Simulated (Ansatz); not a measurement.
# TePd: the cost of one run

Program: Ansatz 0.2.0. Level of theory: DFT PBEsol, scalar-relativistic, plane waves, PAW. These are calculated values, not measurements.

1 further run of the same task is left out (set aside as unsound or not needed).

**1. Starting point**

It takes space group P6_3/mmc (No. 194, hexagonal). The conventional cell has a = 4.157 Å, b = 4.157 Å, c = 5.618 Å, α = 90.00°, β = 90.00°, γ = 120.00°. Te (site symmetry -6m2) is surrounded by 6 Pd at 2.78 Å. Pd (site symmetry -3m) is surrounded by 6 Te at 2.78 Å and 2 Pd at 2.81 Å.

Structure file:

```xyz
4
Lattice="4.1570 0.0000 0.0000 -2.0785 3.6000 0.0000 0.0000 0.0000 5.6180" Properties=species:S:1:pos:R:3 pbc="T T T"
Te    0.0000    2.4000    1.4045
Te    2.0785    1.2000    4.2135
Pd    0.0000    0.0000    0.0000
Pd    0.0000    0.0000    2.8090
```

This cell was relaxed beforehand with the same method: volume 21.02 Å³/atom, gap on the mesh none (metal).

**2. Static run: bands, density of states and charges**

Contents of input.yaml:

```yaml
crystal:
  lattice:
    - [4.156963189, 0.0, 0.0]
    - [-2.0784815945, 3.6000357243, 0.0]
    - [0.0, 0.0, 5.6179538495]
  atoms:
    - { symbol: Te, position: [0.3333333333, 0.6666666667, 0.25] }
    - { symbol: Te, position: [0.6666666667, 0.3333333333, 0.75] }
    - { symbol: Pd, position: [0.0, 0.0, 0.0] }
    - { symbol: Pd, position: [0.0, 0.0, 0.5] }
basis:
  ecutwfc: 420
kpoints:
  mp_grid: { grid: [12, 12, 8] }
  band_path:
    path:
      - [[0.0, 0.0, 0.0], [0.5, 0.0, 0.0], [0.33333333, 0.33333333, 0.0], [0.0, 0.0, 0.0], [0.0, 0.0, 0.5], [0.5, 0.0, 0.5], [0.33333333, 0.33333333, 0.5], [0.0, 0.0, 0.5]]
      - [[0.5, 0.0, 0.5], [0.5, 0.0, 0.0]]
      - [[0.33333333, 0.33333333, 0.5], [0.33333333, 0.33333333, 0.0]]
    npoints: 14
hamiltonian:
  xc: pbesol
scf:
  occupations: { method: gaussian, width: 0.1 }
  n_extra_bands: 10
output:
  forces: true
  stress: true
  eigenvalues: true
  populations: true
  dos: { projected: true, de: 0.02, nscf_kmesh: { grid: [18, 18, 12] } }
  bader: true
  write_density: true
  write_potential: true
  elf: true
  volumetric_format: npy
```

The run is started by

```sh
$ ansatz run input.yaml --threads 1 --pin off --max-ram 2560MiB --backend cpu --events-out ev --progress --plain --runs-dir out
```

What time and memory should one allow on 1 thread of Intel Xeon 6975P-C (Granite Rapids), shared host?

About 50 s, with a peak of 0.78 GiB.
